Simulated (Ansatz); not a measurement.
# C₂H₄SSi: a ladder of functionals and wavefunction methods

An exercise on one series of results from a longer session: the logs are not shown, and one member is left open.

The runs use Ansatz 0.2.0, Gaussian basis; functionals in def2-TZVPP, the program's frozen cores in correlated methods.

The runs, in order: LDA (SPW92), PBE-D4, revPBE-D4, BLYP-D4, r2SCAN-D4, B97M-V, PBE0-D4, B3LYP-D4, r2SCANh-D4, r2SCAN0-D4, HSE06-D4, BHLYP-D4, CAM-B3LYP-D4, LC-ωPBE, ωB97X-V, ωB97M-V, B2PLYP, PBE-QIDH; CCSD(T)/def2-SVP; CCSD(T)/def2-TZVPP; MP2/def2-QZVPP; extrapolation to the limit; RPA on PBE.

### The relaxed structure

The geometry comes from an earlier relaxation with PBE0-D4 in a triple-zeta def2 set; it is a stationary point, not always the lowest conformer.

SMILES `S=C1C[SiH2]1`, 8 atoms, charge 0, spin multiplicity 1.

Atoms are counted from 1 here; the program's logs count them from 0.

Bond lengths: S1–C2 1.597 Å, C2–C3 1.492 Å, C2–Si4 1.848 Å, C3–Si4 1.876 Å, C3–H5 1.093 Å, C3–H6 1.088 Å, Si4–H7 1.479 Å, Si4–H8 1.478 Å. Angles: S1–C2–C3 136.9°, S1–C2–Si4 152.8°, C3–C2–Si4 67.4°, C2–C3–Si4 65.4°, C2–C3–H5 113.6°, C2–C3–H6 118.1°, Si4–C3–H5 110.5°, Si4–C3–H6 129.3°, H5–C3–H6 112.1°, C2–Si4–C3 47.2°, C2–Si4–H7 121.6°, C2–Si4–H8 118.6°, C3–Si4–H7 115.9°, C3–Si4–H8 121.8°, H7–Si4–H8 115.0°.

The first run:

Contents of in.yaml:

```yaml
crystal:
  periodic: [false, false, false]
  atoms:
    - {symbol: S, position_ang: [-1.808261, 1.210384, 1.386895]}
    - {symbol: C, position_ang: [-0.752554, 0.497822, 0.423027]}
    - {symbol: C, position_ang: [0.721596, 0.543562, 0.197937]}
    - {symbol: Si, position_ang: [-0.140388, -0.934557, -0.570513]}
    - {symbol: H, position_ang: [1.024551, 1.254117, -0.575560]}
    - {symbol: H, position_ang: [1.372073, 0.585126, 1.068968]}
    - {symbol: H, position_ang: [-0.216790, -0.942751, -2.047135]}
    - {symbol: H, position_ang: [-0.108127, -2.270804, 0.060580]}
basis:
  gaussian: {orbitals: def2-TZVPP}
hamiltonian: {xc: lda}
output: {orbitals: {seedname: orbitals}}
```

Command:

```console
> ansatz run in.yaml --threads 2 --pin off --events-out ev --progress --plain --max-ram 4352MiB
```

Steps of the session up to this table: LDA; PBE-D4 (GGA); revPBE-D4 (GGA); BLYP-D4 (GGA); r2SCAN-D4 (meta-GGA); B97M-V (meta-GGA); B3LYP-D4 (hybrid); r2SCANh-D4 (hybrid); r2SCAN0-D4 (hybrid); HSE06-D4 (hybrid); BHLYP-D4 (hybrid); CAM-B3LYP-D4 (range-separated); LC-ωPBE (range-separated); ωB97X-V (range-separated); ωB97M-V (range-separated); B2PLYP (double hybrid); PBE-QIDH (double hybrid).

One table of the session follows, with a row left open; its other results are not shown here.

It belongs to the step «Orbital energies across the functionals». 

| functional | HOMO (eV) | LUMO (eV) | gap (eV) |
| --- | --- | --- | --- |
| LDA (SPW92) | -5.00 | -3.62 | 1.38 |
| PBE-D4 | -4.88 | -3.45 | 1.43 |
| revPBE-D4 | -4.83 | -3.39 | 1.44 |
| BLYP-D4 | -4.72 | -3.26 | 1.45 |
| r2SCAN-D4 | -5.05 | -3.36 | 1.69 |
| B97M-V | -5.13 | -3.31 | 1.82 |
| PBE0-D4 | -5.98 | -2.55 | 3.43 |
| B3LYP-D4 | -5.76 | -2.70 | 3.06 |
| r2SCANh-D4 | -5.46 | -3.01 | 2.45 |
| r2SCAN0-D4 | -6.09 | -2.50 | 3.59 |
| HSE06-D4 | -5.59 | -2.93 | 2.66 |
| BHLYP-D4 | -6.96 | -1.44 | 5.52 |
| CAM-B3LYP-D4 | -7.23 | -1.35 | 5.88 |
| LC-ωPBE | -8.57 | -0.31 | 8.26 |
| ωB97X-V | ? | ? | ? |
| ωB97M-V | -8.07 | -0.40 | 7.67 |

Estimate the missing values for ωB97X-V.

**Answer.** HOMO (eV): -8.22; LUMO (eV): -0.34; gap (eV): 7.88. In the column «HOMO (eV)» it lies between LC-ωPBE (-8.57) and ωB97M-V (-8.07).
